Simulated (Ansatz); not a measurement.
Set up this calculation in Ansatz 0.2.0, as the native input.

```yaml
Task: single point
Functional: PBE
Potentials_or_basis: all-electron LAPW, scalar-relativistic
Cutoff: 297 eV (chosen from the basis error)
Basis_error_allowed: 0.001 eV/atom
k_mesh: 6 × 6 × 6
Occupations: gaussian, width 0.05 eV
Spin: collinear spin, random start
Starting_moments: "[-0.91, 0.0] μB"
```

Crystal: RuSe.

```
CELL_PARAMETERS angstrom
0.00000 2.90633 2.90633
2.90633 0.00000 2.90633
2.90633 2.90633 0.00000
ATOMIC_POSITIONS crystal
Ru 0.00000 0.00000 0.00000
Se 0.25000 0.25000 0.25000
```

The cell comes from a database or a generator and needn't be the stable form of this composition.

The input as run:

input.yaml

```yaml
crystal:
  lattice:
    - [0.0, 2.9063344, 2.9063344]
    - [2.9063344, 0.0, 2.9063344]
    - [2.9063344, 2.9063344, 0.0]
  atoms:
    - { symbol: Ru, position: [0.0, 0.0, 0.0], spin: -0.91 }
    - { symbol: Se, position: [0.25, 0.25, 0.25] }
kpoints:
  mp_grid: { grid: [6, 6, 6] }
scf:
  occupations: { method: gaussian, width: 0.05 }
hamiltonian:
  xc: pbe
  pseudopotentials: { kind: all_electron, lapw: { basis_error: 0.001 } }
magnetization:
  spin_polarized: true
output:
  forces: true
  stress: true
  eigenvalues: true
```

Potentials or basis: all-electron LAPW, scalar-relativistic.

Launch:

```bash
$ ansatz run input.yaml --threads 1 --pin off --max-ram 3072MiB --backend cpu --events-out ev --progress --plain --runs-dir out
```

Results of the run:

- Pressure: -12.7 GPa
- Band gap on the k mesh: none (metal or under the smearing width)
- Net moment: 0.00 μB per cell
- Absolute moment: 0.00 μB per cell

Caveat: the k mesh is thin for a metal, which can move the energy by tens of meV per atom; the starting moments weren't kept.

Wall time 59 s on 1 thread of Arm Neoverse N1, with other jobs on the host, peak memory 0.37 GiB.
